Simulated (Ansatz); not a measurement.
# CH2AlClS: how energies converge with the basis set

The task here is to estimate one member of a computed series from the others.

Program: Ansatz 0.2.0, Gaussian basis. Level of theory: one geometry, several basis sets. These are calculated values, not measurements.

The runs, in order: PBE0-D4/def2-SVP; ωB97M-V/def2-SVP; PBE0-D4/def2-QZVPP; ωB97M-V/def2-QZVPP; the functionals' def2-TZVPP values are taken from earlier runs.

## The geometry

The geometry comes from an earlier relaxation with PBE0-D4 in a triple-zeta def2 set; it is a stationary point.

SMILES `[Cl][Al]1[CH2][S]1`, 6 atoms, charge 0, spin multiplicity 1.

Atoms are counted from 1 here; the program's logs count them from 0.

Bond lengths: Cl1–Al2 2.068 Å, Al2–C3 1.898 Å, Al2–S4 2.102 Å, C3–S4 1.933 Å, C3–H5 1.087 Å, C3–H6 1.087 Å. Angles: Cl1–Al2–C3 153.7°, Cl1–Al2–S4 148.8°, C3–Al2–S4 57.5°, Al2–C3–S4 66.6°, Al2–C3–H5 122.8°, Al2–C3–H6 122.8°, S4–C3–H5 110.8°, S4–C3–H6 110.8°, H5–C3–H6 111.5°, Al2–S4–C3 55.9°.

As a file:

```xyz
6
CH2AlClS
Cl   -1.2450   -2.6962    0.7079
Al   -0.5391   -0.8820    0.0111
C     0.5327    0.6804    0.1184
S    -0.5599    0.6057   -1.4744
H     1.5888    0.6897   -0.1388
H     0.2647    1.5383    0.7298
```

The first run:

in.yaml

```yaml
crystal:
  periodic: [false, false, false]
  atoms:
    - {symbol: Cl, position_ang: [-1.244978, -2.696171, 0.707940]}
    - {symbol: Al, position_ang: [-0.539067, -0.882036, 0.011069]}
    - {symbol: C, position_ang: [0.532687, 0.680386, 0.118356]}
    - {symbol: S, position_ang: [-0.559928, 0.605695, -1.474398]}
    - {symbol: H, position_ang: [1.588832, 0.689716, -0.138817]}
    - {symbol: H, position_ang: [0.264653, 1.538308, 0.729750]}
basis:
  gaussian: {orbitals: def2-SVP}
hamiltonian: {xc: pbe0, dispersion: d4}
output: {orbitals: {seedname: orbitals}}
```

On the command line:

```bash
ansatz run in.yaml --threads 2 --pin off --events-out ev --progress --plain --max-ram 4352MiB
```

Among the steps run: PBE0-D4 in def2-SVP; ωB97M-V in def2-SVP; PBE0-D4 in def2-QZVPP; ωB97M-V in def2-QZVPP.

One table of the session follows, with a row left open; its other results are not shown here.

It belongs to the step «Functionals by basis». 

```
functional       basis  HOMO (eV)  LUMO (eV)
   PBE0-D4    def2-SVP      -7.06      -1.34
   PBE0-D4  def2-TZVPP      -7.14      -1.48
   PBE0-D4  def2-QZVPP      -7.17      -1.56
   ωB97M-V    def2-SVP      -9.16       0.46
   ωB97M-V  def2-TZVPP      -9.28       0.27
   ωB97M-V  def2-QZVPP          ?          ?
```

Q: Estimate the row for ωB97M-V, def2-QZVPP from the others.

**Answer.** HOMO (eV): -9.31; LUMO (eV): 0.06. In the column «HOMO (eV)» it is the lowest.
